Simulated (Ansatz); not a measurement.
# F3H5OSi2: the cost of one run

Program: Ansatz 0.2.0. Level of theory: UKS PBE-D4/STO-3G. These are calculated values, not measurements.

## (1) The system as given

Bond lengths: Si1–F3 1.584 Å, Si1–F4 1.583 Å, Si1–F5 1.579 Å, Si1–O7 2.061 Å, O7–Si8 1.634 Å, Si8–H9 1.462 Å, Si8–H10 1.462 Å, Si8–H11 1.458 Å. Angles: F3–Si1–F4 98.8°, F3–Si1–F5 117.3°, F3–Si1–O7 126.9°, F4–Si1–F5 101.8°, F4–Si1–O7 92.8°, F5–Si1–O7 110.5°, Si1–O7–Si8 140.3°, O7–Si8–H9 107.9°, O7–Si8–H10 101.9°, O7–Si8–H11 109.5°, H9–Si8–H10 112.1°, H9–Si8–H11 111.9°, H10–Si8–H11 112.9°.

Structure file:

```xyz
11

Si   -0.4492    0.6407   -1.3922
H     1.4047    0.8744   -1.2554
F    -0.3093    0.0161   -2.8411
F    -1.8583    0.0334   -1.0019
F    -0.7294    2.1922   -1.2973
H     1.3876    0.4512   -0.3672
O     0.4375   -0.0403    0.3395
Si    0.0746   -0.8832    1.6911
H     0.0406   -2.3026    1.3410
H     1.2038   -0.5584    2.5607
H    -1.2024   -0.4236    2.2228
```

## (2) Run 1

150 steps of 0.5 fs at constant energy, with velocities drawn for 600 K.

File input.yaml:

```yaml
crystal:
  periodic: [false, false, false]
  atoms:
    - { symbol: Si, position_ang: [-0.4492, 0.6407, -1.3922] }
    - { symbol: H, position_ang: [1.4047, 0.8744, -1.2554] }
    - { symbol: F, position_ang: [-0.3093, 0.0161, -2.8411] }
    - { symbol: F, position_ang: [-1.8583, 0.0334, -1.0019] }
    - { symbol: F, position_ang: [-0.7294, 2.1922, -1.2973] }
    - { symbol: H, position_ang: [1.3876, 0.4512, -0.3672] }
    - { symbol: O, position_ang: [0.4375, -0.0403, 0.3395] }
    - { symbol: Si, position_ang: [0.0746, -0.8832, 1.6911] }
    - { symbol: H, position_ang: [0.0406, -2.3026, 1.341] }
    - { symbol: H, position_ang: [1.2038, -0.5584, 2.5607] }
    - { symbol: H, position_ang: [-1.2024, -0.4236, 2.2228] }
magnetization:
  spin_polarized: true
basis:
  gaussian: { orbitals: STO-3G }
hamiltonian:
  xc: pbe
  dispersion: d4
md:
  timestep: 0.5
  n_steps: 150
  ensemble: nve
  temperature: 600.0
  initial_velocities: maxwell_boltzmann
  seed: 752173
```

Launch:

```
$ ansatz run input.yaml --threads 1 --pin off --max-ram 2048MiB --backend cpu --events-out ev --progress --plain --runs-dir out
```

What time and memory should one allow on 1 thread of AMD EPYC 9R45 (Zen 5), shared host?

About 4.9 min, with a peak of 0.14 GiB.
